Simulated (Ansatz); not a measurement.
# TiCoC6N6: the cost of one run

Method: DFT PBE, scalar-relativistic, plane waves, PAW, in Ansatz 0.2.0.

**1. The system as given**

The structure is cubic, space group Fm-3m (No. 225). The conventional cell has a = 10.234 Å, b = 10.234 Å, c = 10.234 Å, α = 90.00°, β = 90.00°, γ = 90.00°. Around Ti (site symmetry m-3m) lie 6 N at 2.03 Å. Around Co (site symmetry m-3m) lie 6 C at 1.92 Å. C (site symmetry 4mm) is surrounded by 1 N at 1.17 Å and 1 Co at 1.92 Å. Around N (site symmetry 4mm) lie 1 C at 1.17 Å and 1 Ti at 2.03 Å.

As a file:

```xyz
14
Lattice="0.0000 5.1170 5.1170 5.1170 0.0000 5.1170 5.1170 5.1170 0.0000" Properties=species:S:1:pos:R:3 pbc="T T T"
Ti    5.1170    5.1170    5.1170
Co    0.0000    0.0000    0.0000
C     1.9170    5.1170    5.1170
C     5.1170    1.9170    5.1170
C     5.1170    5.1170    1.9170
C     8.3170    5.1170    5.1170
C     5.1170    8.3170    5.1170
C     5.1170    5.1170    8.3170
N     3.0870    5.1170    5.1170
N     5.1170    3.0870    5.1170
N     5.1170    5.1170    3.0870
N     7.1470    5.1170    5.1170
N     5.1170    7.1470    5.1170
N     5.1170    5.1170    7.1470
```

Recipe of the guess: cyanide-bridged rock-salt net of two metals, 0 guest cations a cell (Fm-3m, No. 225). Lengths come from tabulated atomic sizes and are only a guess.

**2. Probe: one point on a coarse mesh**

File input.yaml:

```yaml
crystal:
  lattice:
    - [0.0, 5.117, 5.117]
    - [5.117, 0.0, 5.117]
    - [5.117, 5.117, 0.0]
  atoms:
    - { symbol: Ti, position: [0.5, 0.5, 0.5], spin: 1.0 }
    - { symbol: Co, position: [0.0, 0.0, 0.0], spin: 3.0 }
    - { symbol: C, position: [0.81268321, 0.18731679, 0.18731679] }
    - { symbol: C, position: [0.18731679, 0.81268321, 0.18731679] }
    - { symbol: C, position: [0.18731679, 0.18731679, 0.81268321] }
    - { symbol: C, position: [0.18731679, 0.81268321, 0.81268321] }
    - { symbol: C, position: [0.81268321, 0.18731679, 0.81268321] }
    - { symbol: C, position: [0.81268321, 0.81268321, 0.18731679] }
    - { symbol: "N", position: [0.69835841, 0.30164159, 0.30164159] }
    - { symbol: "N", position: [0.30164159, 0.69835841, 0.30164159] }
    - { symbol: "N", position: [0.30164159, 0.30164159, 0.69835841] }
    - { symbol: "N", position: [0.30164159, 0.69835841, 0.69835841] }
    - { symbol: "N", position: [0.69835841, 0.30164159, 0.69835841] }
    - { symbol: "N", position: [0.69835841, 0.69835841, 0.30164159] }
basis:
  ecutwfc: 420
kpoints:
  mp_grid: { grid: [4, 4, 4] }
hamiltonian:
  xc: pbe
scf:
  occupations: { method: gaussian, width: 0.1 }
  lower_state_search: "off"
output:
  forces: true
  stress: true
  eigenvalues: true
  populations: true
magnetization:
  spin_polarized: true
```

Launch:

```bash
> ansatz run input.yaml --threads 1 --pin off --max-ram 2560MiB --backend cpu --events-out ev --progress --plain --runs-dir out
```

**Question.** How long does this run take on 1 thread of Intel Xeon Platinum 8488C (Sapphire Rapids), shared host, and how much memory does it need?

About 20 s, with a peak of 0.74 GiB.
